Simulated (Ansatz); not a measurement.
# SnSe2: optical response by level

How does SnSe2 absorb light if electrons and holes don't interact? Plan: HSE06 for the gap; optics with PBE on 6×6×4; optics with r2SCAN on 6×6×4; optics with PBE and scissors to the HSE06 gap on 6×6×4; optics with PBE with spin-orbit coupling on 6×6×4.

Program: Ansatz 0.2.0. Level of theory: plane waves, PAW; no local fields, no excitons. These are calculated values, not measurements.

1 further run of the same task is left out (it didn't finish).

## 1. The system as given

It takes space group P-3m1 (No. 164, trigonal). The conventional cell has a = 3.825 Å, b = 3.825 Å, c = 6.227 Å, α = 90.00°, β = 90.00°, γ = 120.00°. Around Sn (site symmetry -3m) lie 6 Se at 2.71 Å. Se (site symmetry 3m) has 3 Sn at 2.71 Å as nearest neighbours.

As a file:

```xyz
3
Lattice="3.8252 0.0000 0.0000 -1.9126 3.3127 0.0000 0.0000 0.0000 6.2271" Properties=species:S:1:pos:R:3 pbc="T T T"
Sn    0.0000    0.0000    0.0000
Se    0.0000    2.2085    1.5759
Se    1.9126    1.1042    4.6511
```

Cell and atoms come from an earlier r2SCAN+rVV10 relaxation. Spin-orbit coupling, which matters for Sn, is in the runs so named alone.

## 2. HSE06 levels at special points

input.yaml reads:

```yaml
crystal:
  lattice:
    - [3.8251638426, 0.0, 0.0]
    - [-1.9125819213, 3.3126890613, 0.0]
    - [0.0, 0.0, 6.2270560849]
  atoms:
    - { symbol: Sn, position: [0.0, 0.0, 0.0] }
    - { symbol: Se, position: [0.3333333333, 0.6666666667, 0.2530760455] }
    - { symbol: Se, position: [0.6666666667, 0.3333333333, 0.7469239545] }
kpoints:
  mp_grid: { grid: [6, 6, 2] }
  band_path:
    path:
      - [0.0, 0.0, 0.0]
      - [0.5, 0.0, 0.0]
      - [0.3333333333, 0.3333333333, 0.0]
      - [0.0, 0.0, 0.5]
      - [0.5, 0.0, 0.5]
      - [0.3333333333, 0.3333333333, 0.5]
      - [-0.088542, 0.171875, 0.0]
      - [0.0, 0.458333, 0.34375]
    npoints: 1
hamiltonian:
  xc: hse06
scf:
  occupations: { method: fixed }
  n_extra_bands: 4
output:
  forces: true
  stress: true
  eigenvalues: true
  write_density: true
  write_potential: true
  elf: true
  volumetric_format: npy
```

Command:

```bash
ansatz run input.yaml --threads 4 --pin off --max-ram 3686MiB --backend cpu --events-out ev --progress --plain --runs-dir out
```

After this run come: Optics, PBE; Optics, r2SCAN; Optics, PBE with a scissors shift; Optics, PBE with spin-orbit coupling.

Q: Predict the results of all the runs planned. Wanted: ε∞, PBE; ε∞, r2SCAN; ε∞, PBE with spin-orbit coupling; tallest peak of ε₂, PBE; tallest peak of ε₂, r2SCAN; tallest peak of ε₂, PBE with spin-orbit coupling; HSE06 direct gap.

As calculated:

```
                                        quantity                                  value
                                         ε∞, PBE             12.27 (xx, yy), 11.88 (zz)
                                      ε∞, r2SCAN              10.25 (xx, yy), 9.82 (zz)
                      ε∞, PBE + 0.75 eV scissors              10.29 (xx, yy), 9.84 (zz)
                ε∞, PBE with spin-orbit coupling             12.24 (xx, yy), 11.80 (zz)
                         tallest peak of ε₂, PBE                        18.2 at 4.90 eV
                      tallest peak of ε₂, r2SCAN                        16.9 at 5.40 eV
      tallest peak of ε₂, PBE + 0.75 eV scissors                        18.2 at 5.65 eV
tallest peak of ε₂, PBE with spin-orbit coupling  17.2 at 4.85 eV (complete to 11.6 eV)
                                HSE06 direct gap                                1.88 eV
```

What this shows: From PBE with spin-orbit coupling to PBE + 0.75 eV scissors the direct gap grows from 1.07 to 1.88 eV, and ε∞ goes from 12.09 to 10.14 (mean of the axes). Spin-orbit coupling moves the direct gap by -0.06 eV; ε∞ doesn't compare between these two runs, as the bands summed differ. The response is anisotropic: with PBE ε∞ is 12.27 (xx, yy), 11.88 (zz). Local fields and excitons are left out: both change ε∞, and without excitons the onset lacks its lines.
